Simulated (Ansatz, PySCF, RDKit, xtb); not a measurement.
**B5N3H8: which of the isomers drawn lies lowest?**

A sample of isomers of B5N3H8 is drawn. Aim: find which of them has the lowest free energy at 298.15 K, then its properties. The sample is small against all isomers, and the most stable one of this formula need not be in it.

Plan: many cheap relaxations first (GFN2-xTB), then density-functional screening, relaxation at B3LYP/def2-SVP, vibrations (at GFN2-xTB) and a final energy. The numbers are computed, not measured.

### Step 1. Drawing up candidates

Isomers were taken from a list of plausible structures; this is a sample, not all of them. That gives 3 candidates.

```
label        SMILES     spin
 c470  BB1NBN(B)BN1  singlet
 c770    BB1NBNBN1B  singlet
 c914  BB1NBNB(B)N1  singlet
```

Candidates are built by distance geometry, with a force field where one applies, in up to four conformers (letters a to d).

**Question.** With final energies at CCSD(T)/def2-SVP + MP2/def2-TZVPP - MP2/def2-SVP, which structure will this search put lowest in free energy, and by what margin?

| quantity | value |
| --- | --- |
| lowest structure found | BB1NBNBN1B, singlet |
| next finalist | BB1NBN(B)BN1, singlet, 2.7 kcal/mol higher in G |
| share at equilibrium, among the finalists | 99.0 % |
| dipole moment (PBE0/def2-SVPD) | 2.04 D |
| HOMO energy (PBE0/def2-SVPD) | -7.95 eV |
| LUMO energy (PBE0/def2-SVPD) | -1.36 eV |
| HOMO–LUMO gap (PBE0/def2-SVPD) | 6.60 eV |
| lowest excitation (TD-PBE0/def2-SVPD) | 5.27 eV (f = 0.001) |
| strongest of the states computed, same level | 6.50 eV (f = 0.097) |
| lowest triplet excitation, same level, Tamm-Dancoff | 4.95 eV |
| vertical ionisation energy | 9.92 eV |
| vertical electron affinity | -0.17 eV (unbound: the value depends on the basis) |
| vertical triplet less singlet | +5.03 eV |

The lowest structure found is `BB1NBNBN1B`. The margin, 2.7 kcal/mol, is modest. GFN2-xTB, HF/STO-3G, r2SCAN-D4/def2-SVP, B3LYP/def2-SVP and MP2/def2-SVP already put its bonding pattern lowest among the structures in one piece; HF/def2-SVP favours the singlet BB1NBN(B)BN1. Lowest found is not proven lowest: the search is finite, and each finalist counts with one conformer. Only 3 drawn patterns were tried, so whole families of isomers are missing, and the result ranks this sample alone.
